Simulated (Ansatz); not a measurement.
This script for the Python package of Ansatz (0.2.0) starts 6 runs on CH6GeO, SMILES C[O][GeH3]. What input does the engine get in each?

The script, `ch6geo_field.py`:
```python
# -*- coding: utf-8 -*-
"""Response of CH6GeO to a pair of distant point charges."""

import warnings

import ansatz as az
import numpy as np


def main():
    warnings.simplefilter("ignore", az.DeckWarning)

    geometry_ang = [
        ("C", (-0.4192, 0.8581, -0.8309)),
        ("O", (-0.7895, -0.4293, -0.525)),
        ("Ge", (0.3179, -0.9624, 0.751)),
        ("H", (-1.0855, 1.2614, -1.6405)),
        ("H", (0.5698, 0.977, -1.26)),
        ("H", (-0.605, 1.5871, 0.0351)),
        ("H", (1.8367, -0.8753, 0.252)),
        ("H", (0.072, -2.4149, 1.1413)),
        ("H", (0.1913, -0.048, 2.0597)),
    ]
    geometry = az.Crystal.molecule()
    for symbol, xyz in geometry_ang:
        geometry = geometry.atom(symbol, xyz)

    base = (
        geometry.calculation()
        .basis(gaussian="def2-SVP")
        .functional("pbe", dispersion="d3bj")
        .forces()
    )
    # charges +q and -q at -R and +R make a nearly even field 2 k q / R^2 at the centre
    centre = np.mean([site.position_ang for site in geometry.cartesian_sites], axis=0)
    field = 2 * 14.399645 * 4.0 / 30.0 ** 2


    def dipole(axis, sign):
        arm = 30.0 * np.eye(3)[axis]
        pair = [{"charge": sign * 4.0, "position_ang": (centre - arm).tolist()}, {"charge": -sign * 4.0, "position_ang": (centre + arm).tolist()}]
        deck = base.input().set(az.key.basis.gaussian.point_charges, pair)
        return np.array(az.Session.from_dict(deck).plan().execute().report["charge_distribution"]["dipole_moment_e_ang"])


    print(f"field {field:.4f} V/A")
    alpha = np.array([(dipole(axis, 1) - dipole(axis, -1)) / (2 * field) * 14.399645 for axis in range(3)])
    print("polarisability tensor (A^3)")
    print(np.array2string(alpha, precision=3, suppress_small=True))
    print(f"mean {np.trace(alpha) / 3:.3f} A^3 = {np.trace(alpha) / 3 / 0.14818471:.2f} bohr^3")


if __name__ == "__main__":
    main()
```

Run 1:
```yaml
crystal:
  periodic: [false, false, false]
  atoms:
    - { symbol: C, position_ang: [-0.4192, 0.8581, -0.8309] }
    - { symbol: O, position_ang: [-0.7895, -0.4293, -0.525] }
    - { symbol: Ge, position_ang: [0.3179, -0.9624, 0.751] }
    - { symbol: H, position_ang: [-1.0855, 1.2614, -1.6405] }
    - { symbol: H, position_ang: [0.5698, 0.977, -1.26] }
    - { symbol: H, position_ang: [-0.605, 1.5871, 0.0351] }
    - { symbol: H, position_ang: [1.8367, -0.8753, 0.252] }
    - { symbol: H, position_ang: [0.072, -2.4149, 1.1413] }
    - { symbol: H, position_ang: [0.1913, -0.048, 2.0597] }
basis:
  gaussian:
    orbitals: def2-SVP
    point_charges:
      - { charge: 4.0, position_ang: [-29.990166666666667, -0.005144444444444441, -0.0019222222222222325] }
      - { charge: -4.0, position_ang: [30.009833333333333, -0.005144444444444441, -0.0019222222222222325] }
hamiltonian:
  xc: pbe
  dispersion: d3bj
output:
  forces: true
```

Run 2, against run 1:
```diff
-      - { charge: 4.0, position_ang: [-29.990166666666667, -0.005144444444444441, -0.0019222222222222325] }
-      - { charge: -4.0, position_ang: [30.009833333333333, -0.005144444444444441, -0.0019222222222222325] }
+      - { charge: -4.0, position_ang: [-29.990166666666667, -0.005144444444444441, -0.0019222222222222325] }
+      - { charge: 4.0, position_ang: [30.009833333333333, -0.005144444444444441, -0.0019222222222222325] }
```

Run 3, against run 1:
```diff
-      - { charge: 4.0, position_ang: [-29.990166666666667, -0.005144444444444441, -0.0019222222222222325] }
-      - { charge: -4.0, position_ang: [30.009833333333333, -0.005144444444444441, -0.0019222222222222325] }
+      - { charge: 4.0, position_ang: [0.00983333333333335, -30.005144444444444, -0.0019222222222222325] }
+      - { charge: -4.0, position_ang: [0.00983333333333335, 29.994855555555556, -0.0019222222222222325] }
```

Run 4, against run 1:
```diff
-      - { charge: 4.0, position_ang: [-29.990166666666667, -0.005144444444444441, -0.0019222222222222325] }
-      - { charge: -4.0, position_ang: [30.009833333333333, -0.005144444444444441, -0.0019222222222222325] }
+      - { charge: -4.0, position_ang: [0.00983333333333335, -30.005144444444444, -0.0019222222222222325] }
+      - { charge: 4.0, position_ang: [0.00983333333333335, 29.994855555555556, -0.0019222222222222325] }
```

Run 5, against run 1:
```diff
-      - { charge: 4.0, position_ang: [-29.990166666666667, -0.005144444444444441, -0.0019222222222222325] }
-      - { charge: -4.0, position_ang: [30.009833333333333, -0.005144444444444441, -0.0019222222222222325] }
+      - { charge: 4.0, position_ang: [0.00983333333333335, -0.005144444444444441, -30.001922222222223] }
+      - { charge: -4.0, position_ang: [0.00983333333333335, -0.005144444444444441, 29.998077777777777] }
```

Run 6, against run 1:
```diff
-      - { charge: 4.0, position_ang: [-29.990166666666667, -0.005144444444444441, -0.0019222222222222325] }
-      - { charge: -4.0, position_ang: [30.009833333333333, -0.005144444444444441, -0.0019222222222222325] }
+      - { charge: -4.0, position_ang: [0.00983333333333335, -0.005144444444444441, -30.001922222222223] }
+      - { charge: 4.0, position_ang: [0.00983333333333335, -0.005144444444444441, 29.998077777777777] }
```

```console
$ python ch6geo_field.py
field 0.1280 V/A
polarisability tensor (A^3)
[[ 5.972 -0.498  0.041]
 [-0.495  6.981 -0.711]
 [ 0.045 -0.698  6.671]]
mean 6.541 A^3 = 44.14 bohr^3
```

Caveats:
- The geometry is a force-field or estimated start, not a minimum of this method, and the basis set is short of its limit. The field of two point charges is only nearly even.
- Without diffuse functions polarisabilities are unreliable, as a rule too low, and they change with the bond lengths of this unrelaxed start.
- Timing: 11 s on 1 thread of AMD EPYC 7B13 (Zen 3), on a shared host, peak memory 0.2 GiB.
